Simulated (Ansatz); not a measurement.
**CH₅GeLi (SMILES [Li][GeH2][CH3]): single points off equilibrium**

One table from this session's results is given with a row withheld; the runs are named, their logs left out.

Program: Ansatz 0.2.0, Gaussian basis. Level of theory: single points in def2-TZVPP. These are calculated values, not measurements.

Correlated methods freeze the cores. Filled d shells of the heavier atoms are correlated. The outer core shell of Li, Na, Mg and K is correlated.

**Where the work starts**

8 atoms, charge 0, spin multiplicity 1.

Atoms are counted from 1 here; the program's logs count them from 0.

Bond lengths: Li1–Ge2 2.322 Å, Ge2–C3 1.943 Å, Ge2–H4 1.455 Å, Ge2–H5 1.551 Å, C3–H6 1.109 Å, C3–H7 1.053 Å, C3–H8 1.119 Å. Angles: Li1–Ge2–C3 117.5°, Li1–Ge2–H4 125.3°, Li1–Ge2–H5 123.5°, C3–Ge2–H4 95.8°, C3–Ge2–H5 94.5°, H4–Ge2–H5 92.7°, Ge2–C3–H6 111.1°, Ge2–C3–H7 112.9°, Ge2–C3–H8 112.2°, H6–C3–H7 109.2°, H6–C3–H8 99.9°, H7–C3–H8 110.7°.

Geometry (Å):

| atom | x (Å) | y (Å) | z (Å) |
| --- | --- | --- | --- |
| Li1 | -2.6183 | 1.2615 | -0.0613 |
| Ge2 | -0.4994 | 0.5242 | -0.6616 |
| C3 | 0.4844 | -0.5316 | 0.6387 |
| H4 | -0.1962 | -0.3262 | -1.8026 |
| H5 | 0.6848 | 1.4784 | -0.9642 |
| H6 | 0.5808 | 0.0092 | 1.6016 |
| H7 | 1.4418 | -0.8098 | 0.3013 |
| H8 | -0.0924 | -1.4282 | 0.9775 |

The first run:

run/in.yaml

```yaml
crystal:
  periodic: [false, false, false]
  atoms:
    - {symbol: Li, position_ang: [-2.618300, 1.261500, -0.061300]}
    - {symbol: Ge, position_ang: [-0.499400, 0.524200, -0.661600]}
    - {symbol: C, position_ang: [0.484400, -0.531600, 0.638700]}
    - {symbol: H, position_ang: [-0.196200, -0.326200, -1.802600]}
    - {symbol: H, position_ang: [0.684800, 1.478400, -0.964200]}
    - {symbol: H, position_ang: [0.580800, 0.009200, 1.601600]}
    - {symbol: H, position_ang: [1.441800, -0.809800, 0.301300]}
    - {symbol: H, position_ang: [-0.092400, -1.428200, 0.977500]}
basis:
  gaussian: {orbitals: def2-TZVPP}
correlation: {method: ccsd_t}
output: {forces: true}
```

The command line of these runs was not kept.

Among the steps run: CCSD(T)/def2-TZVPP; PBE0-D4/def2-TZVPP; wB97M-V/def2-TZVPP; r2SCAN-D4/def2-TZVPP; PBE-D4/def2-TZVPP; r2SCANh-D4/def2-TZVPP; wB97X-V/def2-TZVPP.

One of the session's tables, all rows but one given; the rest of the session is left out.

```
    method  RMS force component (eV/Å)  angle to CCSD(T) forces (°)  dipole (D)
   CCSD(T)                       0.899                    reference        7.44
   PBE0-D4                           ?                            ?           ?
   wB97M-V                       0.896                          2.4        7.32
 r2SCAN-D4                       0.889                          2.8        7.30
    PBE-D4                       0.911                          9.0        6.96
r2SCANh-D4                       0.894                          2.6        7.34
   wB97X-V                       0.916                          2.7        7.41
```

Q: Estimate the row for PBE0-D4 from the others.

As computed: RMS force component (eV/Å): 0.911; angle to CCSD(T) forces (°): 3.1; dipole (D): 7.21.
